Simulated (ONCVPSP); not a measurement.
# Ho: generating and testing an ONCV potential

Aim: build the potential from the settings below, then test how well it stands in for the atom: other configurations, scattering, ghost states and the plane-wave cutoff that it needs.

Method: ONCVPSP 4.0.1.1 (patched build), PBE, scalar-relativistic.

**1. Settings**

The settings as typed:

```json
{
 "element": "holmium (Ho, Z = 67)",
 "type": "optimised norm-conserving Vanderbilt (ONCV)",
 "frozen core": "[Kr] 4d10",
 "valence charge": "21",
 "reference configuration": "4f11 5s2 5p6 (charge +2)",
 "partial waves": "5s: rc 1.45 bohr, ncon 4, nbas 8, qcut 4.6 1/bohr, 2 projectors, debl 2.9 Ha; 5p: rc 2.40 bohr, ncon 4, nbas 7, qcut 5.5 1/bohr, 2 projectors, debl 2.4 Ha; d scattering state at 0.04 Ha: rc 2.15 bohr, ncon 3, nbas 7, qcut 4.8 1/bohr, 2 projectors, debl 0.4 Ha; 4f: rc 1.20 bohr, ncon 3, nbas 7, qcut 14.7 1/bohr, 2 projectors, debl 2.8 Ha",
 "local potential": "polynomial inside 0.95 bohr (lpopt 3, dvloc0 -1 Ha)",
 "core correction": "Teter function, fcfact 2.75, rcfact 1.35"
}
```

The nodes and maxima of the atom's own shells, from an earlier all-electron run, set the scale for the radii.

All-electron outer shells of the reference configuration (PBE, scalar-relativistic, ld1.x):

```csv
shell,level (eV),outermost node (bohr),outermost maximum (bohr)
5p,-40.08,0.66,1.29
4f,-17.28,–,0.53
6s,-14.70,1.53,3.03
5d,-13.52,0.75,1.91
6p,-10.22,1.83,3.70
```

**2. Generation**

Ho.dat reads:

```
# ATOM AND REFERENCE CONFIGURATION
# atsym  z   nc   nv     iexc    psfile
  Ho 67.00    9    3        4      upf
#
#   n    l    f
    1    0    2.00
    2    0    2.00
    2    1    6.00
    3    0    2.00
    3    1    6.00
    3    2   10.00
    4    0    2.00
    4    1    6.00
    4    2   10.00
    4    3   11.00
    5    0    2.00
    5    1    6.00
#
# PSEUDOPOTENTIAL AND OPTIMIZATION
# lmax
    3
#
#   l,   rc,      ep,       ncon, nbas, qcut
    0    1.45    0.00    4    8    4.60
    1    2.40    0.00    4    7    5.50
    2    2.15    0.04    3    7    4.80
    3    1.20    0.00    3    7   14.70
#
# LOCAL POTENTIAL
# lloc, lpopt,  rc(5),   dvloc0
    4    3    0.95   -1.00
#
# VANDERBILT-KLEINMAN-BYLANDER PROJECTORs
# l, nproj, debl
    0    2    2.90
    1    2    2.40
    2    2    0.40
    3    2    2.80
#
# MODEL CORE CHARGE
# icmod, fcfact, rcfact
    3    2.75    1.35
#
# LOG DERIVATIVE ANALYSIS
# epsh1, epsh2, depsh
   -4.00    5.00    0.02
#
# OUTPUT GRID
# rlmax, drl
    6.00    0.01
#
# TEST CONFIGURATIONS
# ncnf
    4
# nvcnf
#   n    l    f
    4
    4    3   11.00
    5    0    2.00
    5    1    6.00
    6    0    2.00
#
    4
    4    3   11.00
    5    0    2.00
    5    1    6.00
    6    0    1.00
#
    3
    4    3   10.00
    5    0    2.00
    5    1    6.00
#
    5
    4    3   10.00
    5    0    2.00
    5    1    6.00
    5    2    1.00
    6    0    2.00
#
```

The run is started by

```console
$ oncvpsp.x < Ho.dat > Ho.out
```

Before running it: what results should come out? Wanted: cutoffs for 1 and 0.1 mHa per electron, occupied waves; bound ghosts; GHOST(+) flags; largest test error; largest phase difference near zero energy, channels read; rms error of d²Exc/dn², without and with the model core; projector energies reset by the program.

**Answer**, as computed:

```
                                                quantity                                                                     value
  cutoffs for 1 and 0.1 mHa per electron, occupied waves                                                           90 Ha and 98 Ha
                                            bound ghosts  none below the valence levels; a pole at negative energy in s is suspect
                                          GHOST(+) flags                                                   s at -11 eV, p at 93 eV
                            largest test error (AE − PS)                             +142 meV, for 4f10 5s2 5p6 (2 tests unsolved)
largest phase difference near zero energy, channels read                                                                 3.142 rad
 rms error of d²Exc/dn², without and with the model core                                                         6.97 and 3.57 mHa
                 projector energies reset by the program                                                        d: 0.050, 0.450 Ha
```

The worst unpolarised test, 4f10 5s2 5p6, is off by 142 meV on 26.0 eV; by total energies transferability rates as poor. Of the tests 2 gave no usable energy difference, which is a warning in itself. It counts as very hard, with 90 Ha needed at the looser tolerance. At the looser tolerance the 4f wave is the slowest; 5s needs 75 Ha. The ghost test, which looks below the valence levels, finds nothing, but the pseudo curve has an extra pole at negative energy (s at -0.40 Ha): a spurious bound state among the atom's levels is likely, and the file can't be cleared. Near zero energy the largest phase difference among the channels read is 3.14 rad, in the s channel. A step near π is an extra or missing state, not a misfit of shape. The pseudo curves have a pole with no partner nearby in the atom's: s at -0.40 Ha. The program also flags highly localised states, GHOST(+) (s, p).
